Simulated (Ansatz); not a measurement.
# In2GeS: the cost of one run

Method: DFT PBE, scalar-relativistic, plane waves, PAW, in Ansatz 0.2.0.

### Step 1. The starting structure

Symmetry: P4/mmm, No. 123, tetragonal system. The conventional cell has a = 4.095 Å, b = 4.095 Å, c = 5.796 Å, α = 90.00°, β = 90.00°, γ = 90.00°. Around In (site symmetry 4/mmm) lie 4 In at 2.90 Å and 2 Ge at 2.90 Å. In (site symmetry 4/mmm) has 4 In at 2.90 Å and 2 S at 2.90 Å as nearest neighbours. Around Ge (site symmetry 4/mmm) lie 4 S at 2.90 Å and 2 In at 2.90 Å. S (site symmetry 4/mmm) is surrounded by 4 Ge at 2.90 Å and 2 In at 2.90 Å.

As a file:

```
CELL_PARAMETERS angstrom
4.09464 0.00000 0.00000
0.00000 4.09464 0.00000
0.00000 0.00000 5.79644
ATOMIC_POSITIONS crystal
In 0.00000 0.00000 0.50000
In 0.50000 0.50000 0.50000
Ge 0.00000 0.00000 0.00000
S 0.50000 0.50000 0.00000
```

It is the end of an earlier relaxation with the same method, from a generated guess; it is a trial structure. At a tolerance of 0.05 Å it has space group P4/mmm (No. 123); it has 24.30 Å³/atom, an uncorrected energy of +0.03 eV/atom over the elements.

### Step 2. Electronic structure at the relaxed geometry

Contents of input.yaml:

```yaml
crystal:
  lattice:
    - [4.0946410195, 0.0, 0.0]
    - [0.0, 4.0946410195, 0.0]
    - [0.0, 0.0, 5.7964444654]
  atoms:
    - { symbol: In, position: [0.0, 0.0, 0.5] }
    - { symbol: In, position: [0.5, 0.5, 0.5] }
    - { symbol: Ge, position: [0.0, 0.0, 0.0] }
    - { symbol: S, position: [0.5, 0.5, 0.0] }
basis:
  ecutwfc: 420
kpoints:
  mp_grid: { grid: [12, 12, 8] }
  band_path:
    path:
      - [[0.0, 0.0, 0.0], [0.0, 0.5, 0.0], [0.5, 0.5, 0.0], [0.0, 0.0, 0.0], [0.0, 0.0, 0.5], [0.0, 0.5, 0.5], [0.5, 0.5, 0.5], [0.0, 0.0, 0.5]]
      - [[0.0, 0.5, 0.0], [0.0, 0.5, 0.5]]
      - [[0.5, 0.5, 0.0], [0.5, 0.5, 0.5]]
    npoints: 14
hamiltonian:
  xc: pbe
scf:
  occupations: { method: gaussian, width: 0.1 }
  n_extra_bands: 10
output:
  forces: true
  stress: true
  eigenvalues: true
  populations: true
  dos: { projected: true, de: 0.02, nscf_kmesh: { grid: [15, 15, 10] } }
  bader: true
```

On the command line:

```console
ansatz run input.yaml --threads 1 --pin off --max-ram 2560MiB --backend cpu --events-out ev --progress --plain --runs-dir out
```

What time and memory should one allow on 1 thread of Arm Neoverse V2, shared host?

About 88 s, with a peak of 0.7 GiB.
